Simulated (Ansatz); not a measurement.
# BH5O2SSi: small, medium and large basis sets

How large a basis does BH5O2SSi need? Two functionals are run in growing sets.

The runs use Ansatz 0.2.0, Gaussian basis; one geometry, several basis sets.

The runs, in order: PBE0-D4/def2-SVP; ωB97M-V/def2-SVP; PBE0-D4/def2-QZVPP; ωB97M-V/def2-QZVPP; the functionals' def2-TZVPP values are taken from earlier runs.

## Step 1: The relaxed structure

All runs share one geometry, relaxed beforehand with PBE0-D4 in a triple-zeta def2 set.

SMILES `BO[SiH](O)S`, 10 atoms, charge 0, spin multiplicity 1.

Atoms are counted from 1 here; the program's logs count them from 0.

Bond lengths: B1–O2 1.348 Å, B1–H6 1.201 Å, B1–H7 1.199 Å, O2–Si3 1.650 Å, Si3–O4 1.629 Å, Si3–S5 2.116 Å, Si3–H8 1.478 Å, O4–H9 0.959 Å, S5–H10 1.345 Å. Angles: O2–B1–H6 120.3°, O2–B1–H7 117.8°, H6–B1–H7 121.9°, B1–O2–Si3 137.2°, O2–Si3–O4 107.8°, O2–Si3–S5 114.7°, O2–Si3–H8 105.5°, O4–Si3–S5 104.3°, O4–Si3–H8 113.4°, S5–Si3–H8 111.3°, Si3–O4–H9 117.6°, Si3–S5–H10 92.8°.

## Step 2: PBE0-D4 in def2-SVP

File in.yaml:

```yaml
crystal:
  periodic: [false, false, false]
  atoms:
    - {symbol: B, position_ang: [-0.919167, 1.220541, 1.098403]}
    - {symbol: O, position_ang: [-0.795856, 0.010102, 0.518688]}
    - {symbol: Si, position_ang: [0.202328, -0.708838, -0.581006]}
    - {symbol: O, position_ang: [0.596184, -2.181985, -0.008715]}
    - {symbol: S, position_ang: [2.063434, 0.261755, -0.850726]}
    - {symbol: H, position_ang: [-0.165948, 2.110699, 0.809987]}
    - {symbol: H, position_ang: [-1.802594, 1.370789, 1.894583]}
    - {symbol: H, position_ang: [-0.565912, -0.754720, -1.842447]}
    - {symbol: H, position_ang: [-0.045918, -2.628686, 0.545461]}
    - {symbol: H, position_ang: [1.516748, 1.249342, -1.581128]}
basis:
  gaussian: {orbitals: def2-SVP}
hamiltonian: {xc: pbe0, dispersion: d4}
output: {orbitals: {seedname: orbitals}}
```

The run is started by

```sh
$ ansatz run in.yaml --threads 4 --pin off --events-out ev --progress --plain --max-ram 10444MiB
```

Further steps of the session: ωB97M-V in def2-SVP; PBE0-D4 in def2-QZVPP; ωB97M-V in def2-QZVPP.

Before running them: what should the planned runs give, taken together? Wanted: PBE0-D4: double and triple zeta above quadruple; ωB97M-V: double and triple zeta above quadruple.

**Answer**, as computed:

| quantity | value |
| --- | --- |
| PBE0-D4: double and triple zeta above quadruple | 13.62, 0.90 eV |
| ωB97M-V: double and triple zeta above quadruple | 13.71, 0.85 eV |

In words: PBE0-D4 gains 12.72 eV from double to triple zeta, then 0.90 eV more. These are total energies; as a rule much of such shifts cancels in differences, which this series doesn't test. The LUMO of ωB97M-V is positive and keeps falling with the basis (1.50 to 0.92 eV): an unbound level that the basis holds in place.
